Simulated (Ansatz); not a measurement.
Run this with the Ansatz DFT code, driven from Python and show what comes out.

`bde.py`:
```python
'''X-H bond energies of CH2AlN without relaxation.'''

import ansatz as az


def total_energy(molecule, charge=0, unpaired=0):
    calc = (
        molecule.calculation()
        .basis(gaussian='cc-pVTZ')
        .functional('cam_b3lyp')
    )
    if charge:
        calc = calc.charge(charge)
    if unpaired:
        calc = calc.spin('collinear', total=unpaired)
    return calc.run(threads=1).report['free_energy_ev']

def without(molecule, index):
    rest = az.Crystal.molecule()
    for i, site in enumerate(molecule.cartesian_sites):
        if i != index:
            rest = rest.atom(site.symbol, site.position_ang)
    return rest


def main() -> None:
    geometry_ang = [
        ('N', [1.441, -1.405, 1.4268]),
        ('C', [0.7124, -0.711, 0.7386]),
        ('Al', [-0.4514, 0.3868, -0.4078]),
        ('H', [-1.5963, -0.259, -1.1423]),
        ('H', [-0.0558, 1.9145, -0.6567]),
    ]
    ch2aln = az.Crystal.molecule()
    for symbol, xyz in geometry_ang:
        ch2aln = ch2aln.atom(symbol, xyz)

    whole = total_energy(ch2aln, 0)
    hydrogen = total_energy(az.Crystal.molecule().atom('H', (0, 0, 0)), 0, 1)
    print(f'E(molecule) = {whole:.5f} eV, E(H) = {hydrogen:.5f} eV')
    for index in [4]:
        radical = total_energy(without(ch2aln, index), 0, 1)
        print(f'H{index}: homolysis {(radical + hydrogen - whole):.3f} eV')
        anion = total_energy(without(ch2aln, index), -1)
        print(f'H{index}: loss of a proton {(anion - whole):.3f} eV')


if __name__ == '__main__':
    main()
```

`python bde.py` gives:
```text
E(molecule) = -9155.38996 eV, E(H) = -13.57340 eV
H4: homolysis 3.805 eV
H4: loss of a proton 16.101 eV
```

Reading the output:
- Total energies depend on the basis set; only differences at equal settings carry meaning.
- The geometry is a force-field or estimated start, not a minimum of this method, and the basis set is short of its limit. All parts are taken at fixed geometry, without zero-point energy.
- Anions want diffuse functions, which this basis lacks.
- Run time: 6.3 s on 1 thread of Arm Neoverse V2, on a shared host, peak memory 0.26 GiB.
